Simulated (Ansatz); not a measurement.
**C11H13ClTi: a ladder of functionals and wavefunction methods**

One table from this session's results is given with a row withheld; the runs are named, their logs left out.

Method: functionals in def2-TZVPP, the program's frozen cores in correlated methods; program: Ansatz 0.2.0, Gaussian basis.

The runs, in order: LDA (SPW92), PBE-D4, revPBE-D4, BLYP-D4, r2SCAN-D4, B97M-V, PBE0-D4, B3LYP-D4, r2SCANh-D4, r2SCAN0-D4, HSE06-D4, BHLYP-D4, CAM-B3LYP-D4, LC-ωPBE, ωB97X-V, ωB97M-V, B2PLYP, PBE-QIDH; CCSD(T)/def2-SVP; CCSD(T)/def2-TZVPP; MP2/def2-QZVPP; extrapolation to the limit; RPA on PBE.

### Structure used throughout

The geometry comes from an earlier relaxation with PBE0-D4 in a triple-zeta def2 set; it is a stationary point, not always the lowest conformer.

SMILES `[CH3][Ti]12345678([Cl])([C@H]9[C@@H]1[C@@H]2[C@@H]3[C@H]94)[C@H]1[C@@H]5[C@@H]6[C@@H]7[C@H]18`, 26 atoms, charge 0, spin multiplicity 1.

Atoms are counted from 1 here; the program's logs count them from 0.

Bond lengths: C1–Ti2 2.158 Å, C1–H14 1.093 Å, C1–H15 1.092 Å, C1–H16 1.091 Å, Ti2–Cl3 2.313 Å, Ti2–C4 2.387 Å, Ti2–C5 2.387 Å, Ti2–C6 2.381 Å, Ti2–C7 2.369 Å, Ti2–C8 2.388 Å, Ti2–C9 2.399 Å, Ti2–C10 2.384 Å, Ti2–C11 2.366 Å, Ti2–C12 2.367 Å, Ti2–C13 2.404 Å, C4–C5 1.411 Å, C4–C8 1.405 Å, C4–H17 1.078 Å and more. Angles: Ti2–C1–H14 114.6°, Ti2–C1–H15 107.8°, Ti2–C1–H16 108.4°, H14–C1–H15 108.8°, H14–C1–H16 108.7°, H15–C1–H16 108.4°, C1–Ti2–Cl3 93.1°, C1–Ti2–C4 90.0°, C1–Ti2–C5 124.3°, C1–Ti2–C6 129.7°, C1–Ti2–C7 96.7°, C1–Ti2–C8 74.1°, C1–Ti2–C9 83.7°, C1–Ti2–C10 75.8°, C1–Ti2–C11 104.2°, C1–Ti2–C12 133.2°, C1–Ti2–C13 117.1°, Cl3–Ti2–C4 82.2° and more.

Set-up of the first run:

File in.yaml:

```yaml
crystal:
  periodic: [false, false, false]
  atoms:
    - {symbol: C, position_ang: [-0.072768, -1.429912, 1.674609]}
    - {symbol: Ti, position_ang: [-0.102945, -0.344503, -0.190812]}
    - {symbol: Cl, position_ang: [-0.677520, -2.219262, -1.417333]}
    - {symbol: C, position_ang: [-2.473921, -0.124892, -0.024164]}
    - {symbol: C, position_ang: [-2.069538, 0.581447, -1.176353]}
    - {symbol: C, position_ang: [-1.262216, 1.654049, -0.767896]}
    - {symbol: C, position_ang: [-1.155684, 1.607744, 0.641020]}
    - {symbol: C, position_ang: [-1.920280, 0.516067, 1.096615]}
    - {symbol: C, position_ang: [2.171886, -1.087834, -0.353951]}
    - {symbol: C, position_ang: [2.123407, -0.061901, 0.612620]}
    - {symbol: C, position_ang: [1.744394, 1.125867, -0.035733]}
    - {symbol: C, position_ang: [1.552720, 0.831260, -1.407555]}
    - {symbol: C, position_ang: [1.836850, -0.531627, -1.598860]}
    - {symbol: H, position_ang: [0.118178, -0.814131, 2.557284]}
    - {symbol: H, position_ang: [-1.041607, -1.919580, 1.791101]}
    - {symbol: H, position_ang: [0.698005, -2.199786, 1.612490]}
    - {symbol: H, position_ang: [-3.054358, -1.033509, -0.015501]}
    - {symbol: H, position_ang: [-2.296443, 0.307228, -2.194968]}
    - {symbol: H, position_ang: [-0.799848, 2.382405, -1.414718]}
    - {symbol: H, position_ang: [-0.607119, 2.297066, 1.263544]}
    - {symbol: H, position_ang: [-2.046027, 0.219258, 2.124582]}
    - {symbol: H, position_ang: [2.372560, -2.130703, -0.165288]}
    - {symbol: H, position_ang: [2.327670, -0.173151, 1.665342]}
    - {symbol: H, position_ang: [1.628018, 2.092742, 0.427145]}
    - {symbol: H, position_ang: [1.266627, 1.529745, -2.177831]}
    - {symbol: H, position_ang: [1.739970, -1.074058, -2.525401]}
basis:
  gaussian: {orbitals: def2-TZVPP}
hamiltonian: {xc: lda}
output: {orbitals: {seedname: orbitals}}
```

Launch:

```console
ansatz run in.yaml --threads 11 --pin off --events-out ev --progress --plain --max-ram 110592MiB --backend cuda --devices 0, --max-vram 75GiB
```

Steps of the session up to this table: LDA; PBE-D4 (GGA); revPBE-D4 (GGA); BLYP-D4 (GGA); r2SCAN-D4 (meta-GGA); B97M-V (meta-GGA); B3LYP-D4 (hybrid); r2SCANh-D4 (hybrid); r2SCAN0-D4 (hybrid); HSE06-D4 (hybrid); BHLYP-D4 (hybrid); CAM-B3LYP-D4 (range-separated); LC-ωPBE (range-separated); ωB97X-V (range-separated); ωB97M-V (range-separated); B2PLYP (double hybrid); PBE-QIDH (double hybrid).

One table of the session follows, with a row left open; its other results are not shown here.

It belongs to the step «Frontier levels by functional». 

```
  functional  HOMO (eV)  LUMO (eV)  gap (eV)
 LDA (SPW92)      -5.75      -3.25      2.50
      PBE-D4      -5.56      -2.97      2.59
   revPBE-D4      -5.49      -2.87      2.62
     BLYP-D4          ?          ?         ?
   r2SCAN-D4      -5.74      -2.83      2.91
      B97M-V      -5.80      -2.78      3.01
     PBE0-D4      -6.56      -1.87      4.70
    B3LYP-D4      -6.36      -2.11      4.24
  r2SCANh-D4      -6.12      -2.41      3.71
  r2SCAN0-D4      -6.69      -1.78      4.91
    HSE06-D4      -6.18      -2.25      3.93
    BHLYP-D4      -7.39      -0.59      6.80
CAM-B3LYP-D4      -7.77      -0.73      7.03
     LC-ωPBE      -9.03       0.34      9.37
     ωB97X-V      -8.70       0.33      9.03
     ωB97M-V      -8.61       0.28      8.89
```

Q: Estimate the row for BLYP-D4 from the others.

Worked estimate for «HOMO (eV)». Against the share of exact exchange, B3LYP-D4 (0.2, -6.36), BHLYP-D4 (0.5, -7.39) give a slope of -3.43 per unit share; at 0 the line stands at -5.67.

The run gave: HOMO (eV): -5.39; LUMO (eV): -2.83; gap (eV): 2.56. In «HOMO (eV)» the line misses by -0.28.
